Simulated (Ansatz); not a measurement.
ZrOs3 under changes of volume

One of the cells (15.959 Å³/atom); the others are scaled copies at fixed shape and fractional positions:

```xyz
4
Lattice="3.9966 0.0000 0.0000 0.0000 3.9966 0.0000 0.0000 0.0000 3.9966" Properties=species:S:1:pos:R:3 pbc="T T T"
Os    0.0000    1.9983    1.9983
Os    1.9983    0.0000    1.9983
Os    1.9983    1.9983    0.0000
Zr    0.0000    0.0000    0.0000
```

The cell comes from a database or a generator and needn't be the stable form of this composition.

| Quantity | Value |
| --- | --- |
| Program | Ansatz 0.2.0 |
| Functional | PBE |
| Potentials or basis | Ansatz PAW |
| Cutoff | 420 eV (not typed: the program's choice for these potentials) |
| k mesh | 7 × 7 × 7 |
| Occupations | fermi-dirac, width 0.05 eV |
| Spin | no spin polarisation |

```tsv
volume (Å³/atom)	energy over the lowest point (meV/atom)	pressure (GPa)
15.002	?	?
15.321	13.91	9.8
15.640	1.03	3.5
15.959	0.00	-2.1
16.278	9.54	-7.2
16.597	28.58	-11.7
16.917	56.07	-15.7
```

Problem. What does the run at 15.002 Å³/atom give?

Solution. Energy over the lowest point 40.00 meV/atom; pressure 16.8 GPa.

Worked out: A Birch-Murnaghan fit of order 3 (a polynomial in V^(-2/3)) to the other rows has its minimum at 15.83 Å³/atom with B0 = V·E''(V) = 276 GPa and B' = 4.7. It gives 40.12 meV/atom at 15.002 Å³/atom, against the run's 40.00, and -dE/dV = 16.8 GPa, against 16.8.

Energies are extrapolated to zero smearing.
